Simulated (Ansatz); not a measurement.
# CH₂ClF₃Si: one species, many methods

Aim: compute CH₂ClF₃Si with functionals from several rungs and with coupled cluster, and see how far each lands from CCSD(T) at the basis-set limit for the atomisation energy.

Computed with Ansatz 0.2.0, Gaussian basis. Level: functionals in def2-TZVPP, the program's frozen cores in correlated methods.

Plan: LDA (SPW92), PBE-D4, revPBE-D4, BLYP-D4, r2SCAN-D4, B97M-V, PBE0-D4, B3LYP-D4, r2SCANh-D4, r2SCAN0-D4, HSE06-D4, BHLYP-D4, CAM-B3LYP-D4, LC-ωPBE, ωB97X-V, ωB97M-V, B2PLYP, PBE-QIDH; CCSD(T)/def2-SVP; CCSD(T)/def2-TZVPP; MP2/def2-QZVPP; extrapolation to the limit; RPA on PBE.

## 1. Structure used throughout

All runs share one geometry, relaxed beforehand with PBE0-D4 in a triple-zeta def2 set.

SMILES `FC(F)(F)[SiH2]Cl`, 8 atoms, charge 0, spin multiplicity 1.

Atoms are counted from 1 here; the program's logs count them from 0.

Bond lengths: F1–C2 1.341 Å, C2–F3 1.348 Å, C2–F4 1.341 Å, C2–Si5 1.931 Å, Si5–Cl6 2.036 Å, Si5–H7 1.477 Å, Si5–H8 1.477 Å. Angles: F1–C2–F3 107.1°, F1–C2–F4 107.3°, F1–C2–Si5 112.7°, F3–C2–F4 107.1°, F3–C2–Si5 109.7°, F4–C2–Si5 112.6°, C2–Si5–Cl6 108.2°, C2–Si5–H7 107.5°, C2–Si5–H8 107.6°, Cl6–Si5–H7 110.3°, Cl6–Si5–H8 110.3°, H7–Si5–H8 112.8°.

As a file:

```xyz
8
CH2ClF3Si
F     0.3151   -0.6744    1.7634
C     0.6658   -0.5399    0.4764
F     0.8208   -1.7814   -0.0248
F     1.8701    0.0493    0.4514
Si   -0.6520    0.4202   -0.5589
Cl   -0.8523    2.2830    0.2381
H    -0.1497    0.5068   -1.9451
H    -1.9256   -0.3208   -0.4563
```

## 2. LDA

This LDA is Slater exchange with PW92 correlation.

File in.yaml:

```yaml
crystal:
  periodic: [false, false, false]
  atoms:
    - {symbol: F, position_ang: [0.315114, -0.674377, 1.763414]}
    - {symbol: C, position_ang: [0.665812, -0.539888, 0.476427]}
    - {symbol: F, position_ang: [0.820825, -1.781385, -0.024818]}
    - {symbol: F, position_ang: [1.870118, 0.049297, 0.451410]}
    - {symbol: Si, position_ang: [-0.652049, 0.420200, -0.558894]}
    - {symbol: Cl, position_ang: [-0.852253, 2.283019, 0.238071]}
    - {symbol: H, position_ang: [-0.149702, 0.506772, -1.945112]}
    - {symbol: H, position_ang: [-1.925564, -0.320836, -0.456297]}
basis:
  gaussian: {orbitals: def2-TZVPP}
hamiltonian: {xc: lda}
output: {orbitals: {seedname: orbitals}}
```

Command:

```sh
$ ansatz run in.yaml --threads 4 --pin off --events-out ev --progress --plain --max-ram 10444MiB
```

After this run come: PBE-D4 (GGA); revPBE-D4 (GGA); BLYP-D4 (GGA); r2SCAN-D4 (meta-GGA); B97M-V (meta-GGA); PBE0-D4 (hybrid); B3LYP-D4 (hybrid); r2SCANh-D4 (hybrid); r2SCAN0-D4 (hybrid); HSE06-D4 (hybrid); BHLYP-D4 (hybrid); CAM-B3LYP-D4 (range-separated); LC-ωPBE (range-separated); ωB97X-V (range-separated); ωB97M-V (range-separated); B2PLYP (double hybrid); PBE-QIDH (double hybrid); CCSD(T) in def2-SVP; CCSD(T) in def2-TZVPP; MP2 in def2-QZVPP; RPA on PBE orbitals.

**Question.** What will the summary of the whole plan be? Wanted: atomisation energy, CCSD(T)/CBS; farthest beyond LDA; mean size of error, GGA; mean size of error, meta-GGA; mean size of error, hybrid; mean size of error, range-separated; mean size of error, double hybrid; gap, smallest and largest; T1 diagnostic.

As calculated:

| quantity | value |
| --- | --- |
| atomisation energy, CCSD(T)/CBS | 2827.9 kJ/mol |
| functionals within 14.1 kJ/mol (0.5 %) | revPBE-D4, BLYP-D4, B97M-V, PBE0-D4, r2SCANh-D4, HSE06-D4, CAM-B3LYP-D4, LC-ωPBE |
| farthest beyond LDA | BHLYP-D4 (-150.9 kJ/mol) |
| mean size of error, GGA | 36.5 kJ/mol |
| mean size of error, meta-GGA | 13.9 kJ/mol |
| mean size of error, hybrid | 42.9 kJ/mol |
| mean size of error, range-separated | 12.6 kJ/mol |
| mean size of error, double hybrid | 36.7 kJ/mol |
| gap, smallest and largest | 6.41 eV (LDA (SPW92)), 13.99 eV (LC-ωPBE) |
| T1 diagnostic | 0.0119 |
| triples share of the correlation energy | 3.3 % |

**Reading.** LDA overbinds by 542.5 kJ/mol (19 %). PBE-D4 is off by +90.7 kJ/mol. Double hybrids carry the basis error of their MP2 part in triple zeta, and no dispersion term here, so their miss is partly the set-up's. The rungs range-separated, meta-GGA miss on average by less than the doubt on the reference (14.1 kJ/mol), so they tie. Misses under about 14.1 kJ/mol are within the doubt on the reference itself, which lacks core-valence correlation, relativity and higher excitations. Hartree-Fock recovers 70 % of the binding; the rest is correlation. CCSD(T) in def2-SVP is off by -191.0 kJ/mol, more than most functionals: a good method in a small basis is no reference. Orbital gaps span 6.4 to 14.0 eV; exact exchange widens them.
